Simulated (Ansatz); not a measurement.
# BH₅OS₂Si: one species, many methods

How much do the methods differ for BH₅OS₂Si? The plan is to run it at one geometry with functionals of several rungs and with coupled cluster, and see how far each lands from CCSD(T) at the basis-set limit for the atomisation energy.

Method: functionals in def2-TZVPP, the program's frozen cores in correlated methods; program: Ansatz 0.2.0, Gaussian basis.

Levels to be run: PBE-D4, r2SCAN-D4, PBE0-D4, B3LYP-D4, ωB97X-V, ωB97M-V, B2PLYP; CCSD(T)/def2-TZVPP; MP2/def2-QZVPP; extrapolation to the limit.

## (1) The geometry

All runs share one geometry, relaxed beforehand with PBE0-D4 in a triple-zeta def2 set.

SMILES `[SiH3]OB(S)S`, 10 atoms, charge 0, spin multiplicity 1.

Atoms are counted from 1 here; the program's logs count them from 0.

Bond lengths: Si1–O2 1.652 Å, Si1–H6 1.484 Å, Si1–H7 1.482 Å, Si1–H8 1.481 Å, O2–B3 1.351 Å, B3–S4 1.822 Å, B3–S5 1.814 Å, S4–H9 1.342 Å, S5–H10 1.343 Å. Angles: O2–Si1–H6 110.5°, O2–Si1–H7 108.0°, O2–Si1–H8 107.6°, H6–Si1–H7 110.2°, H6–Si1–H8 110.3°, H7–Si1–H8 110.2°, Si1–O2–B3 138.1°, O2–B3–S4 120.4°, O2–B3–S5 120.4°, S4–B3–S5 119.2°, B3–S4–H9 96.3°, B3–S5–H10 95.5°.

## (2) PBE-D4 (GGA)

Input file in.yaml:

```yaml
crystal:
  periodic: [false, false, false]
  atoms:
    - {symbol: Si, position_ang: [-0.033063, -1.296362, 1.285956]}
    - {symbol: O, position_ang: [0.285039, 0.133230, 0.520578]}
    - {symbol: B, position_ang: [0.034387, 0.710666, -0.674451]}
    - {symbol: S, position_ang: [-0.894105, -0.191388, -1.956979]}
    - {symbol: S, position_ang: [0.617750, 2.392614, -1.023047]}
    - {symbol: H, position_ang: [-0.701568, -2.243572, 0.359378]}
    - {symbol: H, position_ang: [-0.909527, -1.010463, 2.445884]}
    - {symbol: H, position_ang: [1.258772, -1.855255, 1.747417]}
    - {symbol: H, position_ang: [-0.858447, 0.783942, -2.877734]}
    - {symbol: H, position_ang: [1.200762, 2.576588, 0.172988]}
basis:
  gaussian: {orbitals: def2-TZVPP}
hamiltonian: {xc: pbe, dispersion: d4}
output: {forces: true, orbitals: {seedname: orbitals}}
```

Run with:

```bash
> ansatz run in.yaml --threads 2 --pin off --events-out ev --progress --plain --max-ram 22528MiB --backend cpu
```

After this run come: r2SCAN-D4 (meta-GGA); PBE0-D4 (hybrid); B3LYP-D4 (hybrid); ωB97X-V (range-separated); ωB97M-V (range-separated); B2PLYP (double hybrid); CCSD(T) in def2-TZVPP; MP2 in def2-QZVPP.

Before running them: what should the planned runs give, taken together? Wanted: atomisation energy, CCSD(T)/CBS; farthest; mean size of error, hybrid; mean size of error, range-separated; gap, smallest and largest; T1 diagnostic; triples share of the correlation energy.

**Answer**, as computed:

| quantity | value |
| --- | --- |
| atomisation energy, CCSD(T)/CBS | 3504.0 kJ/mol |
| functionals within 17.5 kJ/mol (0.5 %) | PBE0-D4, B3LYP-D4 |
| farthest | B2PLYP (-47.6 kJ/mol) |
| mean size of error, hybrid | 10.9 kJ/mol |
| mean size of error, range-separated | 25.3 kJ/mol |
| gap, smallest and largest | 5.09 eV (PBE-D4), 11.51 eV (ωB97X-V) |
| T1 diagnostic | 0.0130 |
| triples share of the correlation energy | 4.1 % |

**Reading.** PBE-D4 is off by +35.8 kJ/mol. Double hybrids carry the basis error of their MP2 part in triple zeta, and no dispersion term here, so their miss is partly the set-up's. The reference freezes the cores and leaves out relativity and excitations past (T), so misses under about 17.5 kJ/mol can't be ranked. Hartree-Fock recovers 74 % of the binding; the rest is correlation. Orbital gaps span 5.1 to 11.5 eV; exact exchange widens them.
